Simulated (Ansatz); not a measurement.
CsLiCr2Te2S3:

```
Cs Li Cr Te S
1.0
     7.05684    0.00000    0.00788
     0.00000    3.98060    0.00000
    -2.68302    0.00000    8.67869
Cs Li Cr Te S
1 1 2 2 3
Direct
  0.07739 0.00000 0.37706
  0.86424 0.50000 0.78883
  0.12646 0.00000 0.94616
  0.59290 0.50000 0.97165
  0.50838 0.00000 0.15270
  0.55612 0.00000 0.74893
  0.87426 0.00000 0.68502
  0.25176 0.50000 0.84402
  0.96294 0.50000 0.05357
```

The cell was built by a generator and needn't be a form met in nature.

* Program: Ansatz 0.2.0
* Task: relaxation of cell and atoms
* Functional: LDA
* Potentials or basis: Ansatz PAW
* Cutoff: 420 eV (not typed: the program's choice for these potentials)
* k mesh: 3 × 5 × 3
* Occupations: fermi-dirac, width 0.05 eV
* Spin: collinear spin, ferromagnetic start
* Starting moments: [0.0, 0.0, 3.0, 3.0, 0.0, 0.0, 0.0, 0.0, 0.0] μB

At the start: volume 27.10 Å³/atom.

Where does the relaxation end?

It ends after 11 steps and the volume is 24.13 Å³/atom (-11.0 %); space group Pm (No. 6, to 0.05 Å); moment 5.99 μB per cell.

Step by step:
| step | energy change (eV) | largest force (eV/Å) | volume (Å³) |
| --- | --- | --- | --- |
| 1 | 0.0000 | 0.5529 | 243.87 |
| 2 | -0.1859 | 0.7906 | 223.50 |
| 3 | -0.2963 | 0.2538 | 220.70 |
| 4 | -0.3089 | 0.1640 | 218.34 |
| 5 | -0.3132 | 0.0429 | 217.50 |
| 6 | -0.3135 | 0.0865 | 217.64 |
| 7 | -0.3148 | 0.0261 | 217.23 |
| 8 | -0.3150 | 0.0242 | 217.22 |
| 9 | -0.3150 | 0.0132 | 217.04 |
| 10 | -0.3151 | 0.0044 | 217.14 |
| 11 | -0.3116 | 0.0045 | 217.14 |

Final structure:
```yaml
crystal:
  lattice:
    - [6.86743, 0.00000, -0.03194]
    - [0.00000, 3.84743, 0.00000]
    - [-2.65948, 0.00000, 8.23057]
  atoms:
    - { symbol: Cs, position: [0.08023, 0.00000, 0.38115] }
    - { symbol: Li, position: [0.85132, 0.50000, 0.78452] }
    - { symbol: Cr, position: [0.12617, 0.00000, 0.94364] }
    - { symbol: Cr, position: [0.59846, 0.50000, 0.97659] }
    - { symbol: Te, position: [0.51215, 0.00000, 0.16165] }
    - { symbol: Te, position: [0.55154, 0.00000, 0.74664] }
    - { symbol: S, position: [0.87335, 0.00000, 0.67724] }
    - { symbol: S, position: [0.25182, 0.50000, 0.83992] }
    - { symbol: S, position: [0.96940, 0.50000, 0.05658] }
```

Caveat: the plane-wave basis is chosen anew once the cell has moved, so the energies of steps on either side of that aren't comparable; only a ferromagnetic start was run, and an antiferromagnetic order may lie lower in energy; the PAW data sets come from PBE, with cores solved anew for the run's functional, which leaves a small shift of forces and pressure.
